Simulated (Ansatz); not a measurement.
**CdSi2Te4 (element-swapped structure): how the settings move a single-point run**

Question: which choices in the input matter for CdSi2Te4 (element-swapped structure)?

Computed with Ansatz 0.2.0 (reference: DFT PBE, plane waves, PAW, scalar-relativistic, no spin polarisation, unless a step's input says otherwise).

**1. Starting point**

Symmetry: I-4, No. 82, tetragonal system. The conventional cell has a = 5.942 Å, b = 5.942 Å, c = 11.876 Å, α = 90.00°, β = 90.00°, γ = 90.00°. Cd (site symmetry -4) is surrounded by 4 Te at 2.61 Å. Around Si (site symmetry -4) lie 4 Te at 2.61 Å. Te (site symmetry 1) has 1 Cd at 2.61 Å and 2 Si at 2.61 Å as nearest neighbours.

Coordinates:

```cif
data_structure
_symmetry_space_group_name_H-M 'P 1'
_symmetry_Int_Tables_number 1
_cell_length_a 5.9423
_cell_length_b 5.9423
_cell_length_c 7.2743
_cell_angle_alpha 65.893
_cell_angle_beta 65.893
_cell_angle_gamma 90.000
_cell_volume 209.68
loop_
_atom_site_label
_atom_site_type_symbol
_atom_site_fract_x
_atom_site_fract_y
_atom_site_fract_z
_atom_site_occupancy
Cd1 Cd 0.00000 0.00000 0.00000 1
Si1 Si 0.50000 0.50000 0.00000 1
Si2 Si 0.75000 0.25000 0.50000 1
Te1 Te 0.37000 0.39000 0.74000 1
Te2 Te 0.61000 0.11000 0.26000 1
Te3 Te 0.89000 0.87000 0.74000 1
Te4 Te 0.13000 0.63000 0.26000 1
```

**2. Reference**

The input, input.yaml:

```yaml
crystal:
  lattice:
    - [0.0, 5.942318, 0.0]
    - [5.942318, 0.0, 0.0]
    - [2.971159, 2.971159, -5.938008]
  atoms:
    - { symbol: Cd, position: [0.0, 0.0, 0.0] }
    - { symbol: Si, position: [0.5, 0.5, 0.0] }
    - { symbol: Si, position: [0.75, 0.25, 0.5] }
    - { symbol: Te, position: [0.37, 0.39, 0.74] }
    - { symbol: Te, position: [0.61, 0.11, 0.26] }
    - { symbol: Te, position: [0.89, 0.87, 0.74] }
    - { symbol: Te, position: [0.13, 0.63, 0.26] }
  symmetry: { tolerance: 0.0003 }
kpoints:
  mp_grid: { grid: [4, 4, 4], shift: [0, 0, 0] }
magnetization:
  spin_polarized: false
scf:
  occupations: { method: fermi_dirac }
hamiltonian:
  pseudopotentials: { kind: paw }
  xc: pbe
basis:
  ecutwfc: 420
output:
  forces: true
  stress: true
  eigenvalues: true
```

Started as:

```bash
$ ansatz run input.yaml --threads 1 --pin off --max-ram 2560MiB --backend cpu --events-out ev --progress --plain --runs-dir out
```

**3. Variant: occupations.method tetrahedron**

input.yaml: that of step 2 with these lines changed.

```diff
@@ -19,3 +19,3 @@
 scf:
-  occupations: { method: fermi_dirac }
+  occupations: { method: tetrahedron }
 hamiltonian:
```

**4. Changed: mixing.algorithm anderson, mixing.beta 0.1, xc pbesol**

input.yaml: that of step 2 with these lines changed.

```diff
@@ -20,5 +20,6 @@
   occupations: { method: fermi_dirac }
+  mixing: { algorithm: anderson, beta: 0.1 }
 hamiltonian:
   pseudopotentials: { kind: paw }
-  xc: pbe
+  xc: pbesol
 basis:
@@ -29 +30,5 @@
   eigenvalues: true
+  write_density: true
+  write_potential: true
+  elf: true
+  volumetric_format: npy
```

**5. Changing settings: mp_grid.shift [0.5, 0.5, 0.5], ecutwfc 400 eV**

input.yaml: that of step 2 with these lines changed.

```diff
@@ -15,3 +15,3 @@
 kpoints:
-  mp_grid: { grid: [4, 4, 4], shift: [0, 0, 0] }
+  mp_grid: { grid: [4, 4, 4], shift: [0.5, 0.5, 0.5] }
 magnetization:
@@ -24,3 +24,3 @@
 basis:
-  ecutwfc: 420
+  ecutwfc: "400 eV"
 output:
@@ -29 +29,5 @@
   eigenvalues: true
+  write_density: true
+  write_potential: true
+  elf: true
+  volumetric_format: npy
```

**6. Changed: symmetry.detect false, mp_grid.grid [3, 3, 3], accuracy low, tolerance left out**

input.yaml: that of step 2 with these lines changed.

```diff
@@ -13,5 +13,5 @@
     - { symbol: Te, position: [0.13, 0.63, 0.26] }
-  symmetry: { tolerance: 0.0003 }
+  symmetry: { detect: false }
 kpoints:
-  mp_grid: { grid: [4, 4, 4], shift: [0, 0, 0] }
+  mp_grid: { grid: [3, 3, 3], shift: [0, 0, 0] }
 magnetization:
@@ -29 +29,6 @@
   eigenvalues: true
+  write_density: true
+  write_potential: true
+  elf: true
+  volumetric_format: npy
+accuracy: low
```

Before running it: what results should come out? Wanted: for each run, ending; energy change; pressure; gap; force.

The runs gave:

```csv
run,ending,energy change,pressure (GPa),gap (eV),force (eV/Å),cycles,time
reference,converged,0,7.7,0.00,1.77,8,15 s
1: occupations.method tetrahedron,converged,-2.6 meV/atom (σ→0),7.8,0.00,1.77,8,14 s
"2: mixing.algorithm anderson, mixing.beta 0.1, xc pbesol",converged,not comparable,5.2,0.00,1.61,11,25 s
"3: mp_grid.shift [0.5, 0.5, 0.5], ecutwfc 400 eV",converged,-0.2 meV/atom,7.8,0.00,1.76,7,32 s
"4: symmetry.detect false, mp_grid.grid [3, 3, 3], accuracy low, tolerance left out",converged,-9.4 meV/atom,7.8,0.00,1.76,7,23 s
```

Times don't compare one to one where runs were asked for different outputs or read a saved state (see the inputs); cycles may leave out searches for a lower state.

Residual by cycle in the longest SCF loop of each run; runs are numbered as in the table. The quantity is the density residual dr2, in eV.

```csv
cycle,reference,run 1,run 2,run 3,run 4
1,0.0109,0.00883,0.023,0.00962,0.00978
2,0.00358,0.00341,0.0161,0.00311,0.00371
3,5.5e-4,4.0e-4,0.00425,4.6e-4,4.5e-4
4,5.8e-5,8.2e-5,0.00192,4.1e-5,3.4e-5
5,8.3e-6,7.1e-6,3.0e-4,5.3e-6,3.2e-6
6,7.7e-7,9.7e-7,6.0e-5,4.0e-7,3.2e-7
7,1.1e-7,1.4e-7,3.3e-5,4.5e-8,1.8e-8
8,1.5e-8,2.8e-8,4.1e-6,-,-
9,-,-,1.7e-6,-,-
10,-,-,6.1e-7,-,-
11,-,-,3.5e-8,-,-
```

What this shows: Semilocal functionals close small gaps, so the missing gap need not be the real solid's. Run 3 ran under the cutoff that the potentials recommend, as the log warns, so basis error is mixed into its values.

Caveats on the reference run: the cell is far from equilibrium (8 GPa, forces up to 1.8 eV/Å), so its values aren't those of the relaxed material; the structure is made up and not relaxed.
